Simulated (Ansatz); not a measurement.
# CsTaB2: the cost of one run

Method: DFT PBE, scalar-relativistic, plane waves, PAW, in Ansatz 0.2.0.

1 further run of the same task is left out (it didn't finish).

## Step 1: The system as given

The structure is tetragonal, space group P4/mmm (No. 123). The conventional cell has a = 4.861 Å, b = 4.861 Å, c = 3.588 Å, α = 90.00°, β = 90.00°, γ = 90.00°. Around Cs (site symmetry 4/mmm) lie 4 B at 2.43 Å. Around Ta (site symmetry 4/mmm) lie 4 B at 2.43 Å. B (site symmetry mmm) is surrounded by 2 Cs at 2.43 Å and 2 Ta at 2.43 Å.

Structure file:

```
Cs Ta B
1.0
     4.86149    0.00000    0.00000
     0.00000    4.86149    0.00000
     0.00000    0.00000    3.58796
Cs Ta B
1 1 2
Direct
  0.00000 0.00000 0.50000
  0.50000 0.50000 0.50000
  0.00000 0.50000 0.50000
  0.50000 0.00000 0.50000
```

Recipe of the guess: random cell by space group and Wyckoff sites (P4/mmm, No. 123). Lengths come from tabulated atomic sizes and are only a guess.

## Step 2: The guess as it stands, on a coarse mesh

Contents of input.yaml:

```yaml
crystal:
  lattice:
    - [4.86149091, 0.0, 0.0]
    - [0.0, 4.86149091, 0.0]
    - [0.0, 0.0, 3.58796052]
  atoms:
    - { symbol: Cs, position: [0.0, 0.0, 0.5] }
    - { symbol: Ta, position: [0.5, 0.5, 0.5] }
    - { symbol: B, position: [0.0, 0.5, 0.5] }
    - { symbol: B, position: [0.5, 0.0, 0.5] }
basis:
  ecutwfc: 420
kpoints:
  mp_grid: { grid: [4, 4, 6] }
hamiltonian:
  xc: pbe
scf:
  occupations: { method: gaussian, width: 0.1 }
  lower_state_search: "off"
output:
  forces: true
  stress: true
  eigenvalues: true
```

Started as:

```
$ ansatz run input.yaml --threads 1 --pin off --max-ram 2560MiB --backend cpu --events-out ev --progress --plain --runs-dir out
```

**Question.** How long does this run take on 1 thread of Arm Neoverse N1, shared host, and how much memory does it need?

About 6.4 s, with a peak of 0.36 GiB.
